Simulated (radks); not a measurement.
# Nuclear size and the levels of As

An exercise on one series of results from a longer session: the logs are not shown, and one member is left open.

The numbers are computed with radks (a radial shooting solver on a logarithmic mesh, Libxc functionals) version 1 (Dirac Kohn-Sham, BLYP, spin-unpolarised, spherical densities, finite nucleus; open shells fill j = l - 1/2 first), except any that are marked as measured or tabulated.

**What is computed**

- element: arsenic (Z = 33)
- charge: 0
- electrons: 33
- configuration: [Ar] 3d10 4s2 4p3
- nuclear rms radius: 4.0968 fm

The first run:

The run's settings:

```text
Z 33
configuration [Ar] 3d10 4s2 4p3 5s0 4d0
relativity Dirac
functional b88,lyp
spin unpolarised
j_filling energy
nucleus finite rms 4.0968 fm
c 137.035999084
```

Steps of the session up to this table: rms radius 4.0968 fm.

One table of the session follows, with a row left open; its other results are not shown here.

It belongs to the step «rms radius 4.0968 fm». Sizes of the orbitals, from the radial functions (bohr):

```
level     <r>  outermost maximum (interpolated)  90 % within  nodes
3s1/2  0.5983                             0.522        0.894      2
3p1/2       ?                                 ?            ?      ?
3p3/2  0.6208                             0.524        0.953      1
3d3/2  0.6761                             0.475         1.13      0
3d5/2  0.6809                             0.477         1.14      0
4s1/2   1.935                              1.61         2.92      3
4p1/2   2.535                              1.95         3.99      2
4p3/2   2.593                              1.99         4.09      2
```

Estimate the missing values for 3p1/2.

As computed: <r>: 0.6101; outermost maximum (interpolated): 0.515; 90 % within: 0.937; nodes: 1. In the column «<r>» it lies between 3s1/2 (0.5983) and 3p3/2 (0.6208).
